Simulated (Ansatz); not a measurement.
The system is NiMoIrPdW.

```xyz
10
Lattice="2.7708 0.0000 0.0000 -1.3854 2.3996 0.0000 0.0000 0.0000 22.0196" Properties=species:S:1:pos:R:3 pbc="T T T"
Ni    0.0000    1.5998   18.7345
Ni    1.3854    0.7999    3.2851
Mo    1.3854    0.7999   16.7479
Mo    0.0000    1.5998    5.2717
Pd    0.0000    1.5998    1.1734
Pd    1.3854    0.7999   20.8462
Ir    0.0000    1.5998   14.4948
Ir    1.3854    0.7999    7.5248
W     0.0000    1.5998    9.7807
W     1.3854    0.7999   12.2389
```

The cell was built by a generator and needn't be a form met in nature.

```yaml
Program: Ansatz 0.2.0
Task: single point
Functional: PBE
Potentials_or_basis: Ansatz PAW
Cutoff: "420 eV (not typed: the program's choice for these potentials)"
k_mesh: 11 × 11 × 2
Occupations: fermi-dirac, width 0.05 eV
Spin: collinear spin, ferromagnetic start
Starting_moments: "[1.0, 1.0, 1.0, 1.0, 0.0, 0.0, 0.6, 0.6, 0.0, 0.0] μB"
```

On this cell: pressure 0.0 GPa; largest force 0.095 eV/Å; net moment 0.00 μB per cell; band gap on the k mesh none (metal or under the smearing width).

The same run follows on a disturbed copy (atoms moved at random, drawn with an rms of 0.05 Å):

```
Ni Mo Pd Ir W
1.0
     2.77085    0.00000    0.00000
    -1.38543    2.39963    0.00000
     0.00000    0.00000   22.01961
Ni Mo Pd Ir W
2 2 2 2 2
Direct
  0.32188 0.65953 0.85059
  0.68572 0.33655 0.14812
  0.67177 0.33899 0.76159
  0.33982 0.67994 0.23854
  0.33130 0.65878 0.05321
  0.67193 0.34244 0.94662
  0.34614 0.65283 0.65767
  0.65203 0.32480 0.34365
  0.33163 0.65904 0.44565
  0.64787 0.31821 0.55449
```

Q: What changes?

A: The energy (extrapolated to zero smearing) moves by +7.6 meV/atom; pressure -0.1 GPa; largest force 0.883 eV/Å; net moment 0.00 μB per cell; band gap on the k mesh none (metal or under the smearing width).

Forces on the atoms (eV/Å):
```
Ni   0.084  0.107  0.243
Ni  -0.145  0.024  0.089
Mo   0.056 -0.187 -0.533
Mo   0.034 -0.178  0.424
Pd   0.044  0.046 -0.080
Pd  -0.021 -0.056 -0.026
Ir  -0.337  0.105  0.081
Ir   0.163  0.127 -0.321
W   -0.109  0.005 -0.730
W    0.232  0.007  0.852
```

Stress tensor (GPa, compression positive):
```
 0.31  0.04 -0.18
 0.04  0.11 -0.01
-0.18 -0.01 -0.61
```

Caveats: the starting moments weren't kept.
